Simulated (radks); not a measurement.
# Cu⁴⁺ in [Ar] 3d6.5 4s0.5: an all-electron calculation

An exercise on one series of results from a longer session: the logs are not shown, and one member is left open.

Program: radks (a radial shooting solver on a logarithmic mesh, Libxc functionals) version 1. Level of theory: Dirac Kohn-Sham, PBE, spin-unpolarised, spherical densities, finite nucleus; open shells are shared between the two j in proportion to 2j + 1. These are calculated values, not measurements, unless marked.

### The atom as given

| Item | Value |
| --- | --- |
| element | copper (Z = 29) |
| charge | +4 |
| electrons | 25 |
| configuration | [Ar] 3d6.5 4s0.5 |
| nuclear rms radius | 3.8823 fm |

Set-up of the first run:

The run's settings:

```text
Z 29
configuration [Ar] 3d6.5 4s0.5
relativity Dirac
functional pbe,pbe
spin unpolarised
j_filling average
nucleus finite rms 3.8823 fm
c 137.035999084
```

One of the session's tables, all rows but one given; the rest of the session is left out.

It belongs to the step «Shells». Radial moments (bohr):

| level | <r> | outermost maximum (interpolated) | 90 % within | nodes |
| --- | --- | --- | --- | --- |
| 1s1/2 | 0.05213 | 0.0341 | 0.0931 | 0 |
| 2s1/2 | 0.2350 | 0.197 | 0.364 | 1 |
| 2p1/2 | 0.2042 | 0.156 | 0.335 | 0 |
| 2p3/2 | 0.2075 | 0.159 | 0.339 | 0 |
| 3s1/2 | ? | ? | ? | ? |
| 3p1/2 | 0.7148 | 0.607 | 1.09 | 1 |
| 3p3/2 | 0.7239 | 0.614 | 1.11 | 1 |
| 3d3/2 | 0.7863 | 0.571 | 1.30 | 0 |
| 3d5/2 | 0.7897 | 0.573 | 1.31 | 0 |
| 4s1/2 | 1.883 | 1.70 | 2.72 | 3 |

Q: Estimate the row for 3s1/2 from the others.

The run gave: <r>: 0.6958; outermost maximum (interpolated): 0.609; 90 % within: 1.04; nodes: 2. In the column «<r>» it lies between 2s1/2 (0.2350) and 3p1/2 (0.7148).
